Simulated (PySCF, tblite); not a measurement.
# C4H11BS: geometry, infrared bands and NMR shifts

What infrared bands and NMR shifts should C4H11BS (`C=C[BH2-][S+](C)C`) show?

The runs use tblite 0.8.0 and PySCF 2.14.0, with density-fitted response routines of our own; the level of theory stands in each step. All values are computed, except where a source is named. Atoms are numbered from 0 throughout.

## Step 1: The molecule as given

17 atoms, charge 0, multiplicity 1; geometry from: force field or distance geometry start.

Bonds of the start (Å): C0–C1 1.35, C1–B2 1.56, B2–S3 1.86, S3–C4 1.79, S3–C5 1.77, C0–H6 1.09, C0–H7 1.08, C1–H8 1.09, B2–H9 1.20, B2–H10 1.19, C4–H11 1.12, C4–H12 1.11, C4–H13 1.11, C5–H14 1.12, C5–H15 1.12, C5–H16 1.10.

## Step 2: Relaxing the molecule with GFN2-xTB

What the job is given:

```
{"job": {"kind": "relax", "xc": "GFN2-xTB", "basis": "xTB"}, "charge": 0, "multiplicity": 1}
C      2.685100    -0.339300     0.623600
C      1.870500    -0.736400    -0.374300
B      0.709500     0.161600    -0.904400
S     -0.595800     0.405100     0.398000
C     -1.426200    -1.145000     0.730000
C     -1.779900     1.618000    -0.123600
H      2.543200     0.635200     1.094400
H      3.485500    -0.975600     0.972700
H      2.046900    -1.713600    -0.822400
H      0.196400    -0.361100    -1.849100
H      1.125800     1.225100    -1.240800
H     -1.914600    -1.505600    -0.206400
H     -2.200500    -0.992700     1.516800
H     -0.684600    -1.897800     1.067100
H     -1.258700     2.590500    -0.301300
H     -2.543600     1.759200     0.681400
H     -2.266000     1.284400    -1.053200
```

Launch:

```console
$ OMP_NUM_THREADS=1 python probes_run.py task.json out
```

This one command runs all jobs of the session in turn.

What it wrote:

```text
step      E/eV     max force
  0    -505.47718    2.890
  1    -505.73639    1.667
  2    -505.84956    0.803
  3    -505.89194    0.626
  4    -505.92855    0.339
  5    -505.93815    0.324
  6    -505.95132    0.313
  7    -505.96333    0.263
  8    -505.97432    0.227
  9    -505.98262    0.257
 10    -505.98995    0.288
 11    -505.99716    0.278
 12    -506.00467    0.220
 13    -506.01244    0.193
 14    -506.01987    0.192
 15    -506.02568    0.200
 16    -506.03014    0.236
 17    -506.03405    0.194
 18    -506.03692    0.097
 19    -506.03846    0.080
 20    -506.03927    0.071
 21    -506.03984    0.072
 22    -506.04045    0.051
 23    -506.04106    0.076
 24    -506.04152    0.077
 25    -506.04190    0.057
 26    -506.04232    0.051
 27    -506.04280    0.059
 28    -506.04324    0.053
 29    -506.04359    0.053
 30    -506.04393    0.054
 31    -506.04435    0.050
 32    -506.04487    0.061
 33    -506.04543    0.073
 34    -506.04597    0.073
 35    -506.04651    0.064
 36    -506.04708    0.050
 37    -506.04762    0.059
 38    -506.04809    0.057
 39    -506.04851    0.043
 40    -506.04893    0.044
 41    -506.04936    0.057
 42    -506.04980    0.061
 43    -506.05029    0.051
 44    -506.05081    0.049
 45    -506.05130    0.042
 46    -506.05171    0.045
 47    -506.05209    0.041
 48    -506.05261    0.050
 49    -506.05361    0.081
 50    -506.05525    0.106
 51    -506.05729    0.130
 52    -506.05937    0.104
 53    -506.06086    0.091
 54    -506.06161    0.069
 55    -506.06140    0.113
 56    -506.06239    0.056
 57    -506.06271    0.052
 58    -506.06370    0.075
 59    -506.06416    0.075
 60    -506.06506    0.060
 61    -506.06589    0.074
 62    -506.06683    0.083
 63    -506.06759    0.077
 64    -506.06817    0.056
 65    -506.06859    0.069
 66    -506.06914    0.063
 67    -506.06999    0.096
 68    -506.07113    0.127
 69    -506.07209    0.134
 70    -506.07274    0.074
 71    -506.07319    0.048
 72    -506.07369    0.069
 73    -506.07462    0.088
 74    -506.07589    0.093
 75    -506.07746    0.128
 76    -506.07891    0.302
 77    -506.08275    0.183
 78    -506.08759    0.133
 79    -506.09326    0.122
 80    -506.09250    0.274
 81    -506.09548    0.085
 82    -506.09626    0.070
 83    -506.09688    0.060
 84    -506.09737    0.056
 85    -506.09776    0.057
 86    -506.09824    0.048
 87    -506.09868    0.049
 88    -506.09901    0.051
 89    -506.09919    0.042
 90    -506.09940    0.042
 91    -506.09961    0.055
 92    -506.09996    0.113
 93    -506.10053    0.136
 94    -506.10137    0.181
 95    -506.10230    0.096
 96    -506.10308    0.059
 97    -506.10361    0.086
 98    -506.10413    0.108
 99    -506.10462    0.090
100    -506.10494    0.053
101    -506.10510    0.032
102    -506.10523    0.027
103    -506.10539    0.028
104    -506.10554    0.030
105    -506.10569    0.024
106    -506.10580    0.025
107    -506.10590    0.022
108    -506.10600    0.025
109    -506.10613    0.029
110    -506.10632    0.039
111    -506.10659    0.043
112    -506.10693    0.045
113    -506.10725    0.042
114    -506.10746    0.030
115    -506.10756    0.026
116    -506.10762    0.016
117    -506.10768    0.013
118    -506.10772    0.013
119    -506.10774    0.013
120    -506.10777    0.009
```

Wall time 1.6 s (1 thread of AMD EPYC, shared host); peak memory 0.18 GiB.

The steps of the relaxation: (not every step is listed)

```csv
step,energy from step 0 (eV),largest force (eV/Å)
0,0.0000,2.8895
1,-0.2592,1.6674
2,-0.3724,0.8033
3,-0.4148,0.6258
4,-0.4514,0.3394
5,-0.4610,0.3239
6,-0.4741,0.3126
7,-0.4862,0.2629
8,-0.4971,0.2268
18,-0.5597,0.0971
28,-0.5661,0.0534
38,-0.5709,0.0566
48,-0.5754,0.0504
58,-0.5865,0.0751
68,-0.5940,0.1272
78,-0.6104,0.1334
88,-0.6218,0.0512
98,-0.6270,0.1083
108,-0.6288,0.0248
115,-0.6304,0.0260
116,-0.6304,0.0161
117,-0.6305,0.0129
118,-0.6305,0.0127
119,-0.6306,0.0135
120,-0.6306,0.0086
```

Close pairs (by a distance rule), those that changed most:

```csv
bond,before (Å),after (Å),change (Å)
B2–S3,1.860,2.002,+0.142
S3–C5,1.773,1.818,+0.045
C5–H15,1.119,1.086,-0.033
C5–H14,1.118,1.085,-0.033
C4–H11,1.116,1.085,-0.031
C4–H12,1.114,1.085,-0.029
S3–C4,1.790,1.818,+0.028
C1–B2,1.561,1.588,+0.027
```

The final coordinates are the input of the step that follows.

## Step 3: Harmonic vibrations with GFN2-xTB

What the job is given:

```
{"job": {"kind": "ir", "xc": "GFN2-xTB", "basis": "xTB"}, "charge": 0, "multiplicity": 1}
C      2.369179    -0.761622     0.708595
C      1.934895    -0.581194    -0.529256
B      0.700039     0.285373    -1.023663
S     -0.415619     0.739832     0.575441
C     -1.151921    -0.883338     0.931828
C     -1.843869     1.507053    -0.247881
H      1.884694    -0.297434     1.558329
H      3.233613    -1.364387     0.949497
H      2.493426    -1.075500    -1.320538
H     -0.057139    -0.310514    -1.726367
H      1.010572     1.350871    -1.451404
H     -1.565451    -1.301478     0.019934
H     -1.918731    -0.772529     1.692103
H     -0.351066    -1.519204     1.294106
H     -1.550881     2.513273    -0.528330
H     -2.679902     1.543371     0.443713
H     -2.098837     0.939458    -1.137483
```

What it wrote:

```text
mode    cm-1     km/mol
  1      75.1      1.93
  2     101.8      0.13
  3     120.9      0.47
  4     145.4      0.65
  5     161.5      0.97
  6     198.4      3.18
  7     222.3      3.28
  8     274.9      0.58
  9     357.5      7.57
 10     460.9      0.45
 11     536.6     14.88
 12     708.7      4.43
 13     737.3     25.89
 14     789.0      7.95
 15     849.9      4.06
 16     886.8      3.44
 17     896.9     10.37
 18     921.4      8.15
 19     941.5      2.48
 20     963.6      0.53
 21     996.0     74.51
 22     998.9     14.34
 23    1053.6      9.50
 24    1073.8    192.37
 25    1203.9     56.27
 26    1288.3      3.24
 27    1310.7      0.31
 28    1316.8      0.37
 29    1429.2     11.38
 30    1437.5      2.19
 31    1440.4      0.90
 32    1442.9      1.28
 33    1448.8     15.12
 34    1688.2      1.42
 35    2426.5    196.21
 36    2468.9    163.72
 37    2996.2     71.12
 38    3036.2     10.96
 39    3038.9     75.55
 40    3040.6      2.76
 41    3047.8      5.87
 42    3051.1      3.54
 43    3055.8    130.42
 44    3067.2      0.66
 45    3069.2      1.91
```

Wall time 1.2 s (1 thread of AMD EPYC, shared host); peak memory 0.18 GiB.

Which atoms move in the most intense modes:

```csv
cm⁻¹,km/mol,atoms
996,74.5,"H7 14 %, H6 13 %, H9 12 %"
1074,192.4,"H9 33 %, B2 17 %, H10 14 %"
1204,56.3,"H9 44 %, H10 42 %, B2 12 %"
2426,196.2,H9 90 %
2469,163.7,H10 91 %
2996,71.1,H8 90 %
3039,75.5,"H6 75 %, H16 11 %"
3056,130.4,H7 86 %
```

## Step 4: NMR shieldings: PBE0/pcSseg-1

Settings changed since step 3:

```diff
@@ -1,2 +1,2 @@
-{"job": {"kind": "ir", "xc": "GFN2-xTB", "basis": "xTB"}, "charge": 0, "multiplicity": 1}
+{"job": {"kind": "nmr", "xc": "PBE0", "basis": "pcSseg-1"}, "charge": 0, "multiplicity": 1}
 C      2.369179    -0.761622     0.708595
```

Level: GIAO PBE0/pcSseg-1 NMR shielding, non-relativistic, gas phase.

What it wrote:

```text
coarse grid: 13880 points
cycle   1  E = -581.5274502881  dE =  4.069e-01  |g| = 4.605e-01  |ddm| = 3.461e+00
cycle   2  E = -581.5153400995  dE =  1.211e-02  |g| = 5.159e-01  |ddm| = 1.094e+00
cycle   3  E = -581.5923431838  dE = -7.700e-02  |g| = 8.701e-02  |ddm| = 6.256e-01
cycle   4  E = -581.5939438520  dE = -1.601e-03  |g| = 3.652e-02  |ddm| = 8.682e-02
cycle   5  E = -581.5942729316  dE = -3.291e-04  |g| = 6.748e-03  |ddm| = 3.362e-02
cycle   6  E = -581.5942856211  dE = -1.269e-05  |g| = 1.598e-03  |ddm| = 9.800e-03
cycle   7  E = -581.5942862854  dE = -6.643e-07  |g| = 4.530e-04  |ddm| = 1.944e-03
final grid: 126880 points
cycle   8  E = -581.6325522771  dE = -3.390e-05  |g| = 9.422e-03  |ddm| = 2.933e-02
cycle   9  E = -581.6325451541  dE =  7.123e-06  |g| = 1.090e-02  |ddm| = 1.673e-02
cycle  10  E = -581.6325751414  dE = -2.999e-05  |g| = 9.659e-04  |ddm| = 9.272e-03
cycle  11  E = -581.6325753790  dE = -2.376e-07  |g| = 2.623e-04  |ddm| = 1.032e-03
cycle  12  E = -581.6325753946  dE = -1.562e-08  |g| = 9.190e-05  |ddm| = 2.728e-04
cycle  13  E = -581.6325753969  dE = -2.237e-09  |g| = 2.484e-05  |ddm| = 1.196e-04
cycle  14  E = -581.6325753970  dE = -1.710e-10  |g| = 3.631e-06  |ddm| = 2.892e-05
converged SCF energy = -581.6325753970

GIAO shielding tensors (ppm)
atom      isotropic    diamagn.    paramagn.     s11        s22        s33       span
  0 C       66.845     256.876    -190.031    -44.419     84.862    160.091    204.511
  1 C       27.918     257.592    -229.674   -102.671     14.440    171.986    274.657
  2 B      110.809     189.593     -78.784     85.891    108.119    138.418     52.527
  3 S      532.113    1059.296    -527.183    429.616    489.220    677.504    247.888
  4 C      157.120     254.266     -97.146    134.146    147.723    189.490     55.344
  5 C      157.754     252.307     -94.553    138.914    146.393    187.953     49.039
  6 H       26.805      34.423      -7.618     23.556     25.143     31.717      8.161
  7 H       26.342      29.132      -2.790     23.713     25.158     30.155      6.442
  8 H       24.733      30.243      -5.510     22.603     24.863     26.733      4.131
  9 H       29.328      32.374      -3.046     25.341     28.597     34.045      8.704
 10 H       28.476      31.210      -2.734     25.290     27.424     32.713      7.423
 11 H       30.107      32.184      -2.077     26.375     27.715     36.231      9.856
 12 H       29.691      30.871      -1.181     24.682     26.983     37.406     12.724
 13 H       28.787      32.145      -3.357     22.900     27.981     35.481     12.581
 14 H       29.448      29.890      -0.442     24.662     26.128     37.553     12.891
 15 H       29.679      29.773      -0.094     24.598     26.943     37.497     12.899
 16 H       29.661      30.953      -1.293     25.171     28.045     35.766     10.595
```

Wall time 66 s (1 thread of AMD EPYC, shared host); peak memory 0.74 GiB.

The references, computed at this level on geometries of the same kind, shield at (ppm): ¹H TMS 31.72, ¹³C TMS 186.9, ¹¹B BF3·OEt2 100.1, ³³S CS2 504. Their shielding less the atom's gives the shift. The references are single molecules in the gas phase. Atoms listed in one row are averaged.

```csv
atoms,environment,σ (ppm),δ (ppm),δ scaled to CDCl3
C1,alkene CH,27.9,159.0,153.3
C0,terminal =CH2 carbon,66.8,120.1,115.3
"C4, C5",methyl carbon bonded to S,157.4,29.5,22.5
H8,hydrogen on an alkene CH,24.73,6.98,6.69
H7,hydrogen on a terminal =CH2 carbon,26.34,5.37,5.17
H6,hydrogen on a terminal =CH2 carbon,26.81,4.91,4.74
"H9, H10","hydrogen on a boron bonded to C, S",28.90,2.82,–
"H11, H12, H13, H14, H15, H16",hydrogen on a methyl carbon bonded to S,29.56,2.15,2.14
B2,"boron bonded to C, S, 2 H",110.8,-10.7,–
S3,"sulfur bonded to 2 C, B",532,-28,–
```

The scaled column applies a straight-line fit of computed shieldings to shifts measured in CDCl3, with any fitted terms for Cl, Br or S neighbours (root-mean-square error 0.16 ppm for H, 1.9 ppm for C).

The run also stored atomic charges by several schemes (e):

```csv
atoms,Mulliken,IAO,Hirshfeld,ESP fit
C0,-0.24,-0.35,-0.14,-0.44
C1,-0.35,-0.22,-0.11,-0.18
B2,0.05,-0.35,-0.07,-0.01
S3,0.00,0.52,0.26,0.19
"C4, C5",-0.35,-0.51,-0.10,-0.61
```

Mayer bond orders: C0–C1 1.98, C1–B2 0.94, B2–S3 0.57, S3–C4 0.96, S3–C5 0.98.

Orbitals, density, ELF and potential are computed afterwards from the orbital file.

Frontier orbitals at PBE0/pcSseg-1, with the share of their density that lies nearest to each atom:

```csv
orbital,energy (eV),lies on
HOMO,-6.65,C0 37 %; C1 27 %; H10 11 %
LUMO,0.22,"S3 40 %; C4, C5 about 10 % each"
```

ELF in a plane through or near 6 of the atoms.

Ten even steps from ' ' (0.00) to '@' (1.00):
```
                                                        
                                                        
                          ..                            
                      **@@@@%%==                        
                      @@@@@@@@%%                        
                      %%@@@@@@##    ++%%**..            
              ..::::..**@@@@@@--  --@@@@%%==            
            ..==**++++======--::..++%%@@%%--            
            ::++%%##++==--++%%##++**::::++--..          
        **####****%%++..--%%==----%%::==@@@@%%::        
      --@@@@@@++%%--==  ::**..##..##**@@@@@@@@++        
      ==@@@@@@%%==####    --******::..**@@@@@@--        
      ..@@@@@@**++##**    ..++**++      ++##==          
        ..--::....::    ::----==****::                  
                        ==++::++@@@@%%..                
                        ....  --@@@@%%..                
                              ..++**::                  
                                                        
                                                        
                                                        
```
The map spans 12.3 Å across and 9.8 Å up, centred on the molecule. Atoms in the plane (x, y in Å): C0 (-2.5, -0.3), S3 (0.6, -0.1), C5 (2.3, 0.5), H7 (-3.5, -0.6), H10 (-0.3, 2.2), H15 (3.0, -0.2).

log10 of the density (e/Å³) in the same plane.

Ten even steps from '0' (-4.0) to '9' (1.9):
```
0000000000000000000000000000
0000000000011110000000000000
0000000000122221100000000000
0000000011234433211110000000
0000001122345544322221100000
0000012233456654334443210000
0000123344456654445554310000
0001234455555655556664321000
0001334566655666667765431000
0012455677655678767766431000
0013466797655679766676531000
0013566666644566655555431000
0012455555544566654444320000
0001233444444555554322100000
0000122233334455554321000000
0000001111123344443210000000
0000000000012233333200000000
0000000000000111211000000000
0000000000000000000000000000
0000000000000000000000000000
```
The map spans 12.3 Å across and 9.8 Å up, centred on the molecule. Atoms in the plane (x, y in Å): C0 (-2.5, -0.3), S3 (0.6, -0.1), C5 (2.3, 0.5), H7 (-3.5, -0.6), H10 (-0.3, 2.2), H15 (3.0, -0.2).

On the surface of density 0.002 e/bohr³ the electrostatic potential runs, from the 1st to the 99th percentile, from -1.35 V near C1 to 1.44 V near H15.

## Step 5: Summary of results

| quantity | value |
| --- | --- |
| strongest single infrared mode (GFN2-xTB) | 2426 cm⁻¹, 196 km/mol |
| zero-point energy (GFN2-xTB) | 86.9 kcal/mol |
| ¹³C shifts against TMS (PBE0/pcSseg-1, means over atoms taken as alike) | 159.0, 120.1, 29.5 ppm |
| ¹H shifts against TMS (PBE0/pcSseg-1, means over atoms taken as alike) | 6.98, 5.37, 4.91, 2.82, 2.15 ppm |
| ¹¹B shifts against BF3·OEt2 (PBE0/pcSseg-1) | -10.7 ppm |
| ³³S shifts against CS2 (PBE0/pcSseg-1) | -28 ppm |
| surface potential, 1st and 99th percentile | -1.35 V and 1.44 V |

What this shows: Relaxing lowered the energy by 0.631 eV in 120 steps; the close pair that moved most is B2–S3, from 1.860 to 2.002 Å. No mode is imaginary among the 45: a minimum at this level. The strongest single mode, at 2426 cm⁻¹, moves mainly H9. GFN2-xTB is a fitted tight-binding method: band positions and strengths are rough. Its intensities can rank the bands wrongly. The most deshielded carbon is C1 (alkene CH), at 159.0 ppm: the olefinic region. The most deshielded hydrogen is H8 (hydrogen on an alkene CH), at 6.98 ppm: attached to an sp2 carbon and in the plane of the double bond. At PBE0/pcSseg-1: Shielding is most anisotropic at C1 (span 275 ppm, paramagnetic term -230 ppm).
